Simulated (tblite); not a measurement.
# C5H13NSi2: the cost of one run

Computed with tblite 0.8.0 and PySCF 2.14.0, with density-fitted response routines of our own, on a single molecule, in the gas phase or a continuum. Atoms are numbered from 0 throughout.

## Step 1: The molecule as given

21 atoms, charge 0, multiplicity 1; geometry from: force field or distance geometry start.

Bonds of the start (Å): C0–C1 1.34, C1–C2 1.50, C2–N3 1.48, N3–Si4 1.71, Si4–C5 1.89, C5–C6 1.53, C6–Si7 1.89, Si7–N3 1.73, C0–H8 1.08, C0–H9 1.08, C1–H10 1.09, C2–H11 1.09, C2–H12 1.10, Si4–H13 1.49, Si4–H14 1.49, C5–H15 1.08, C5–H16 1.10, C6–H17 1.10, C6–H18 1.10, Si7–H19 1.48, Si7–H20 1.48.

## Step 2: Relaxing the molecule with GFN2-xTB

What the job is given:

```
{"job": {"kind": "relax", "xc": "GFN2-xTB", "basis": "xTB"}, "charge": 0, "multiplicity": 1}
C      3.337400    -0.855200    -1.186500
C      2.291900    -1.214600    -0.423700
C      1.561800    -0.300900     0.515300
N      0.118200    -0.247300     0.211800
Si    -0.553600     0.381100    -1.234300
C     -2.303300     0.991200    -0.848100
C     -2.681100     0.351400     0.487100
Si    -1.052500     0.137800     1.424900
H      3.826800    -1.576600    -1.828800
H      3.693100     0.167300    -1.192400
H      1.959000    -2.255700    -0.436400
H      1.981000     0.709900     0.499800
H      1.715900    -0.686100     1.535600
H     -0.592900    -0.711700    -2.241200
H      0.289900     1.517800    -1.698400
H     -3.020500     0.741300    -1.618600
H     -2.277200     2.087500    -0.744500
H     -3.134600    -0.642200     0.320700
H     -3.407700     0.963000     1.042100
H     -0.639500     1.410800     2.054900
H     -1.121200    -0.951900     2.422300
```

Run with:

```sh
OMP_NUM_THREADS=1 python probes_run.py task.json out
```

One launch serves the whole session: the jobs run in the order shown.

Q: Estimate the wall time and peak memory of this first job on 1 thread of Arm Neoverse N1, shared host.

About 2.6 s, with a peak of 0.18 GiB.
